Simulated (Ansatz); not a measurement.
# CH3O3Re: the cost of one run

Program: Ansatz 0.2.0, Gaussian basis. Level of theory: the settings change from run to run. These are calculated values, not measurements.

### Step 1. The molecule

The structure was relaxed beforehand with PBE0-D4 in a triple-zeta def2 set. Re takes a core potential in def2 sets; no spin-orbit term is included.

SMILES `[CH3][Re](=[O])(=[O])=[O]`, 8 atoms, charge 0, spin multiplicity 1.

Atoms are counted from 1 here; the program's logs count them from 0.

Bond lengths: C1–Re2 2.074 Å, C1–H6 1.092 Å, C1–H7 1.092 Å, C1–H8 1.092 Å, Re2–O3 1.695 Å, Re2–O4 1.695 Å, Re2–O5 1.695 Å. Angles: Re2–C1–H6 109.1°, Re2–C1–H7 109.1°, Re2–C1–H8 109.1°, H6–C1–H7 109.9°, H6–C1–H8 109.9°, H7–C1–H8 109.9°, C1–Re2–O3 105.9°, C1–Re2–O4 105.9°, C1–Re2–O5 105.9°, O3–Re2–O4 112.8°, O3–Re2–O5 112.8°, O4–Re2–O5 112.8°.

### Step 2. wB97X-V/def2-SVP

in.yaml reads:

```yaml
crystal:
  periodic: [false, false, false]
  atoms:
    - {symbol: C, position_ang: [-0.854917, -0.091610, 0.649838]}
    - {symbol: Re, position_ang: [0.790258, 0.084686, -0.600693]}
    - {symbol: O, position_ang: [1.995684, -0.897311, 0.075540]}
    - {symbol: O, position_ang: [0.277839, -0.459021, -2.122689]}
    - {symbol: O, position_ang: [1.203835, 1.728947, -0.596048]}
    - {symbol: H, position_ang: [-1.165746, -1.137524, 0.684431]}
    - {symbol: H, position_ang: [-0.579878, 0.247363, 1.650437]}
    - {symbol: H, position_ang: [-1.667075, 0.524460, 0.259194]}
basis:
  gaussian: {orbitals: def2-SVP}
hamiltonian: {xc: {name: wB97X-V}}
```

Started as:

```sh
> ansatz run in.yaml --threads 4 --pin off --events-out ev --progress --plain --max-ram 10444MiB
```

**Question.** How long does this run take on 4 threads of Arm Neoverse V1, shared host, and how much memory does it need?

About 3.7 s, with a peak of 0.3 GiB.
